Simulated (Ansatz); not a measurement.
# Y2ScAu: the cost of one run

Program: Ansatz 0.2.0. Level of theory: DFT PBE, scalar-relativistic, plane waves, PAW. These are calculated values, not measurements.

## 1. The structure to begin with

Symmetry: P-3m1, No. 164, trigonal system. The conventional cell has a = 3.687 Å, b = 3.687 Å, c = 6.695 Å, α = 90.00°, β = 90.00°, γ = 120.00°. Y (site symmetry 3m) is surrounded by 3 Au at 2.65 Å and 3 Sc at 2.77 Å. Around Sc (site symmetry -3m) lie 6 Y at 2.77 Å. Around Au (site symmetry -3m) lie 6 Y at 2.65 Å.

Structure file:

```cif
data_structure
_symmetry_space_group_name_H-M 'P 1'
_symmetry_Int_Tables_number 1
_cell_length_a 3.6872
_cell_length_b 3.6872
_cell_length_c 6.6953
_cell_angle_alpha 90.000
_cell_angle_beta 90.000
_cell_angle_gamma 120.000
_cell_volume 78.83
loop_
_atom_site_label
_atom_site_type_symbol
_atom_site_fract_x
_atom_site_fract_y
_atom_site_fract_z
_atom_site_occupancy
Y1 Y 0.33333 0.66667 0.23500 1
Y2 Y 0.66667 0.33333 0.76500 1
Sc1 Sc 0.00000 0.00000 0.50000 1
Au1 Au 0.00000 0.00000 0.00000 1
```

(A quick probe on a coarse mesh, which set the mesh and smearing, is not shown.)

## 3. Rough relaxation on the coarse mesh

Contents of input.yaml:

```yaml
crystal:
  lattice:
    - [3.6871503053, 0.0, 0.0]
    - [-1.8435751527, 3.193165832, 0.0]
    - [0.0, 0.0, 6.6952888036]
  atoms:
    - { symbol: "Y", position: [0.3333333333, 0.6666666667, 0.235] }
    - { symbol: "Y", position: [0.6666666667, 0.3333333333, 0.765] }
    - { symbol: Sc, position: [0.0, 0.0, 0.5] }
    - { symbol: Au, position: [0.0, 0.0, 0.0] }
basis:
  ecutwfc: 420
kpoints:
  mp_grid: { grid: [6, 6, 4] }
hamiltonian:
  xc: pbe
scf:
  occupations: { method: gaussian, width: 0.1 }
  lower_state_search: "off"
output:
  forces: true
  stress: true
  eigenvalues: true
relax:
  adjacent_minimum: "off"
  f_tol: 0.04
  max_steps: 70
  cell: { stress_tol: 0.4 }
```

Run with:

```
ansatz run input.yaml --threads 1 --pin off --max-ram 2560MiB --backend cpu --events-out ev --progress --plain --runs-dir out
```

What time and memory should one allow on 1 thread of Arm Neoverse V1, shared host?

About 65 s, with a peak of 0.43 GiB.
